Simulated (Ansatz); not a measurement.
Crystal: Sr2SO.

```
Sr S O
1.0
     4.04324    0.00000    0.00000
     0.00000    4.04324    0.00000
     0.00000    0.00000    5.71800
Sr S O
2 1 1
Direct
  0.50000 0.50000 0.50000
  0.00000 0.00000 0.00000
  0.00000 0.00000 0.50000
  0.50000 0.50000 0.00000
```

The cell comes from a database or a generator and needn't be the stable form of this composition.

Base run:

- Program: Ansatz 0.2.0
- Functional: HSE06 form with a typed share of exact exchange
- Potentials or basis: Ansatz PAW
- Cutoff: 420 eV (not typed: the program's choice for these potentials)
- k mesh: 4 × 4 × 3
- Occupations: fermi-dirac, width 0.05 eV
- Spin: no spin polarisation

Its results: band gap on the k mesh 3.93 eV, direct; pressure -1.5 GPa.

The run is repeated on the same cell with these changes: share of exact exchange from 0.35 to 0. What comes out?

Band gap on the k mesh 2.21 eV, direct; pressure -0.2 GPa.

Caveats: odd divisions of the mesh miss points on the zone boundary, where band edges often lie, so the gap on the mesh can be too wide; the PAW data sets come from PBE, with cores solved anew for the run's functional, which leaves a small shift of forces and pressure (some runs); the thresholds are loose for stress (some runs); the PAW data sets were made with another functional, which shifts forces and pressure a little (some runs).

A k mesh can miss the band edges.
